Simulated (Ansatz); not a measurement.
Run this with Ansatz's Python interface and show what comes out.

`energy_b2cl2h4o2.py`
```python
from pathlib import Path

import ansatz as az
from ase import Atoms
import numpy as np
import pandas as pd

atoms = Atoms(["Cl", "B", "O", "B", "Cl", "O", "H", "H", "H", "H"], positions=[
    (-1.7942, -1.2678, 1.1678),
    (-0.6459, 0.1605, 0.7528),
    (0.74, -0.2723, 0.7329),
    (0.8021, 0.1563, -0.6747),
    (1.8647, 1.5818, -0.9886),
    (-0.6864, 0.5952, -0.6683),
    (-0.7736, 1.101, 1.4856),
    (0.8097, -1.2482, 0.7281),
    (0.9489, -0.7373, -1.3959),
    (-1.1823, -0.1203, -1.1368),
])
b2cl2h4o2 = az.Crystal.molecule_from_ase(atoms)

calculation = b2cl2h4o2.calculation()
calculation = calculation.basis(gaussian="cc-pVDZ")
calculation = calculation.functional("r2scan0")
calculation = calculation.forces().orbitals()
outcome = calculation.run(threads=1, runs_dir="runs")
report = outcome.report

print("reference energy %16.6f eV" % report["reference_energy_ev"])
print("total energy     %16.6f eV" % report["free_energy_ev"])
print("occupied orbitals outside the frozen core (up, down):", report["n_occupied"], " frozen:", report["n_frozen"], " virtual:", report["n_virtual"])

symbols = [site.symbol for site in b2cl2h4o2.cartesian_sites]
forces = np.array(report["forces_ev_ang"])
print("largest force", round(float(np.linalg.norm(forces, axis=1).max()), 4), "eV/A, rms", round(float(np.sqrt((forces ** 2).mean())), 4))

charges = report["charge_distribution"]
table = pd.DataFrame({"atom": symbols, "mulliken": charges["mulliken_charges_e"], "lowdin": charges["lowdin_charges_e"]})
print(table.round(3).to_string())
print("dipole (e A):", np.round(charges["dipole_moment_e_ang"], 4) + 0.0)

lines = Path(report["orbitals_path"]).read_text().splitlines()
field_of = lambda key: [line.split("=")[1].strip() for line in lines if line.startswith(key)]
orbitals = [(27.211386 * float(e), s, float(n)) for e, s, n in zip(field_of("Ene="), field_of("Spin="), field_of("Occup="))]
homo = max(e for e, _, n in orbitals if n > 0.5)
lumo = min(e for e, _, n in orbitals if n < 0.5)
print(f"HOMO {homo:.3f} eV, LUMO {lumo:.3f} eV, gap {lumo - homo:.3f} eV")
```

`python energy_b2cl2h4o2.py` gives:
```text
reference energy    -30556.900239 eV
total energy        -30556.900239 eV
occupied orbitals outside the frozen core (up, down): [32, 32]  frozen: 0  virtual: [80, 80]
largest force 3.7389 eV/A, rms 1.0828
  atom  mulliken  lowdin
0   Cl    -0.260   0.243
1    B     0.124  -1.033
2    O    -0.022   0.757
3    B     0.126  -1.018
4   Cl    -0.199   0.337
5    O    -0.103   0.665
6    H    -0.057  -0.012
7    H     0.224   0.038
8    H    -0.057  -0.016
9    H     0.224   0.039
dipole (e A): [-0.0376 -0.5412 -0.1906]
HOMO -8.657 eV, LUMO 0.537 eV, gap 9.195 eV
```

Notes:
- Total energies depend on the basis set; only differences at equal settings carry meaning.
- The geometry is a force-field or estimated start, not a minimum of this method, and the basis set is short of its limit.
- The Löwdin charges here are taken after orthogonalising the functions within each atom; they differ from plain Löwdin charges, and their signs can be unphysical.
- Levels such as HOMO and LUMO are orbital energies: with these approximate functionals they aren't the ionisation energy and electron affinity, and their gap isn't the fundamental gap.
- Wall time of the script: 12 s on 1 thread of Arm Neoverse V1, with other jobs on the host, peak memory 0.38 GiB.
